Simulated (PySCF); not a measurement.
# BiCl3H3N (Bi(Cl)3(NH3)): the cost of one run

The runs use PySCF 2.14.0; PBE0, Bi def2-SVP with ECP60, Cl def2-SVP, N def2-SVP, H def2-SVP; scalar-relativistic core potentials, no spin–orbit coupling.

1 further run of the same task is left out (for a known fault of the program).

**1. The starting structure**

8 atoms, charge 0, spin multiplicity 1.

Bond lengths: Bi1–Cl2 2.485 Å, Bi1–Cl3 2.486 Å, Bi1–Cl4 2.502 Å, N5–H6 1.021 Å, N5–H7 1.021 Å, N5–H8 1.019 Å. Angles: Cl2–Bi1–Cl3 99.1°, Cl2–Bi1–Cl4 96.6°, Cl3–Bi1–Cl4 96.3°, H6–N5–H7 107.2°, H6–N5–H8 108.0°, H7–N5–H8 108.4°.

Coordinates:

```xyz
8

Bi    0.0262   -0.1436   -0.9889
Cl    1.1276    1.8720   -0.0399
Cl   -1.6314   -0.5737    0.8132
Cl    1.7271   -1.7996   -0.1982
N    -1.8364    1.7966   -1.4279
H    -2.4903    1.6098   -0.6659
H    -1.3543    2.6683   -1.2050
H    -2.3775    1.9377   -2.2803
```

Formal oxidation states: Bi +3. An earlier session relaxed this geometry at PBE0, Bi def2-SVP with ECP60, Cl def2-SVP, N def2-SVP, H def2-SVP (singlet, point group C1).

Its energy there is -1650.937524 Eh.

**2. One electron removed, multiplicity 2**

run.py (the lines that set the calculation) reads:

```python
mol = gto.M(atom='''
Bi     0.02622    -0.14358    -0.98895
Cl     1.12755     1.87200    -0.03993
Cl    -1.63143    -0.57375     0.81318
Cl     1.72707    -1.79961    -0.19823
N     -1.83639     1.79664    -1.42786
H     -2.49035     1.60977    -0.66585
H     -1.35435     2.66830    -1.20497
H     -2.37753     1.93765    -2.28029''',
    basis={'Bi': 'def2-SVP', 'Cl': 'def2-SVP', 'N': 'def2-SVP', 'H': 'def2-SVP'},
    ecp={'Bi': 'def2-SVP'},
    charge=1, spin=1)
mf = dft.UKS(mol, xc='PBE0')
mf.grids.atom_grid = (50, 194)
mf = mf.density_fit()  # fitting sets: Bi def2-universal-JKFIT, Cl def2-universal-JKFIT, N def2-universal-JKFIT, H def2-universal-JKFIT
mf.conv_tol = 1e-08; mf.max_cycle = 55
mf.kernel(dm0)  # dm0: the density of the relaxed state
```

Started as:

```console
> OMP_NUM_THREADS=2 python run.py
```

**Question.** How long does this run take on 2 threads of Arm Neoverse V2, shared host?

About 6.3 s.
